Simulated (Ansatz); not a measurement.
# H4O2S2Zr: the cost of one run

Computed with Ansatz 0.2.0, Gaussian basis. Level: the settings change from run to run.

**1. The relaxed structure**

The structure was relaxed beforehand with PBE0-D4 in a triple-zeta def2 set. Zr takes a core potential in def2 sets; no spin-orbit term is included.

SMILES `[OH][Zr]([OH])([SH])[SH]`, 9 atoms, charge 0, spin multiplicity 1.

Atoms are counted from 1 here; the program's logs count them from 0.

Bond lengths: O1–Zr2 1.902 Å, O1–H6 0.953 Å, Zr2–O3 1.902 Å, Zr2–S4 2.460 Å, Zr2–S5 2.460 Å, O3–H7 0.953 Å, S4–H8 1.347 Å, S5–H9 1.347 Å. Angles: Zr2–O1–H6 168.8°, O1–Zr2–O3 116.5°, O1–Zr2–S4 104.1°, O1–Zr2–S5 111.3°, O3–Zr2–S4 111.2°, O3–Zr2–S5 104.1°, S4–Zr2–S5 109.6°, Zr2–O3–H7 168.6°, Zr2–S4–H8 91.7°, Zr2–S5–H9 91.7°.

As a file:

```xyz
9

O    -1.1129    0.4684    1.5882
Zr    0.0568    0.0298    0.1542
O     1.9102   -0.0668    0.5694
S    -0.7862   -2.1302   -0.6672
S    -0.0685    1.7031   -1.6448
H    -1.5547    0.7872    2.3704
H     2.7789   -0.1728    0.9473
H     0.1845   -2.2014   -1.5983
H    -1.4080    1.5826   -1.7191
```

**2. LC-wPBE/x2c-TZVPPall**

This run has the search for lower states set to light.

Contents of in.yaml:

```yaml
crystal:
  periodic: [false, false, false]
  atoms:
    - {symbol: O, position_ang: [-1.112903, 0.468439, 1.588154]}
    - {symbol: Zr, position_ang: [0.056781, 0.029821, 0.154153]}
    - {symbol: O, position_ang: [1.910212, -0.066814, 0.569434]}
    - {symbol: S, position_ang: [-0.786232, -2.130195, -0.667245]}
    - {symbol: S, position_ang: [-0.068546, 1.703121, -1.644823]}
    - {symbol: H, position_ang: [-1.554690, 0.787209, 2.370376]}
    - {symbol: H, position_ang: [2.778941, -0.172808, 0.947329]}
    - {symbol: H, position_ang: [0.184457, -2.201415, -1.598251]}
    - {symbol: H, position_ang: [-1.408029, 1.582631, -1.719136]}
basis:
  gaussian: {orbitals: x2c-TZVPPall}
hamiltonian: {xc: {name: LC-wPBE}}
scf: {lower_state_search: light}
output: {forces: true}
```

The run is started by

```sh
ansatz run in.yaml --threads 4 --pin off --events-out ev --progress --plain --max-ram 10444MiB
```

What time and memory should one allow on 4 threads of Intel Xeon 6975P-C, shared host?

About 4.2 s, with a peak of 0.73 GiB.
